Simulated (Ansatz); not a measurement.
# CH₃B₂Cl: one structure at several levels

The task here is to estimate one member of a computed series from the others.

Program: Ansatz 0.2.0, Gaussian basis. Level of theory: single points in def2-TZVPP. These are calculated values, not measurements.

Cores are frozen in the correlated methods.

### The system as given

SMILES `ClC1BB1`, 7 atoms, charge 0, spin multiplicity 1.

Atoms are counted from 1 here; the program's logs count them from 0.

Bond lengths: Cl1–C2 1.706 Å, C2–B3 1.545 Å, C2–B4 1.671 Å, C2–H5 1.222 Å, B3–B4 1.516 Å, B3–H6 1.171 Å, B4–H7 1.157 Å. Angles: Cl1–C2–B3 119.1°, Cl1–C2–B4 150.0°, Cl1–C2–H5 106.5°, B3–C2–B4 56.1°, B3–C2–H5 132.1°, B4–C2–H5 91.0°, C2–B3–B4 66.2°, C2–B3–H6 123.1°, B4–B3–H6 162.8°, C2–B4–B3 57.7°, C2–B4–H7 126.8°, B3–B4–H7 161.9°.

Geometry (Å):

```mol
CH3B2Cl
  3D, bonds by distance, orders not assigned

  7  7  0  0  0  0  0  0  0  0999 V2000
   -2.0076   -0.5968   -0.7467 Cl  0  0
   -0.3673   -0.2503   -0.4335 C   0  0
   -0.0129    0.9505    0.4715 B   0  0
    0.9321   -0.2264    0.6166 B   0  0
    0.2830   -0.8728   -1.2594 H   0  0
   -0.7647    1.8169    0.7072 H   0  0
    1.8787   -0.8901    0.5637 H   0  0
  1  2  8  0
  2  3  8  0
  2  4  8  0
  2  5  8  0
  3  4  8  0
  3  6  8  0
  4  7  8  0
M  END
```

Set-up of the first run:

run/in.yaml

```yaml
crystal:
  periodic: [false, false, false]
  atoms:
    - {symbol: Cl, position_ang: [-2.007600, -0.596800, -0.746700]}
    - {symbol: C, position_ang: [-0.367300, -0.250300, -0.433500]}
    - {symbol: B, position_ang: [-0.012900, 0.950500, 0.471500]}
    - {symbol: B, position_ang: [0.932100, -0.226400, 0.616600]}
    - {symbol: H, position_ang: [0.283000, -0.872800, -1.259400]}
    - {symbol: H, position_ang: [-0.764700, 1.816900, 0.707200]}
    - {symbol: H, position_ang: [1.878700, -0.890100, 0.563700]}
basis:
  gaussian: {orbitals: def2-TZVPP}
correlation: {method: ccsd_t}
output: {forces: true}
```

The command line of these runs was not kept.

Among the steps run: CCSD(T)/def2-TZVPP; PBE0-D4/def2-TZVPP; wB97M-V/def2-TZVPP; r2SCAN-D4/def2-TZVPP; PBE-D4/def2-TZVPP; BLYP-D4/def2-TZVPP; LC-wPBE/def2-TZVPP.

One table of the session follows, with a row left open; its other results are not shown here.

| method | RMS force component (eV/Å) | angle to CCSD(T) forces (°) | dipole (D) |
| --- | --- | --- | --- |
| CCSD(T) | 0.991 | reference | 1.19 |
| PBE0-D4 | 0.936 | 11.8 | 1.22 |
| wB97M-V | ? | ? | ? |
| r2SCAN-D4 | 0.932 | 9.1 | 1.20 |
| PBE-D4 | 0.891 | 10.0 | 1.20 |
| BLYP-D4 | 0.947 | 9.6 | 1.16 |
| LC-wPBE | 0.990 | 18.1 | 1.30 |

Q: Estimate the row for wB97M-V from the others.

**Answer.** RMS force component (eV/Å): 0.978; angle to CCSD(T) forces (°): 10.5; dipole (D): 1.23. In the column «RMS force component (eV/Å)» it lies between BLYP-D4 (0.947) and LC-wPBE (0.990).
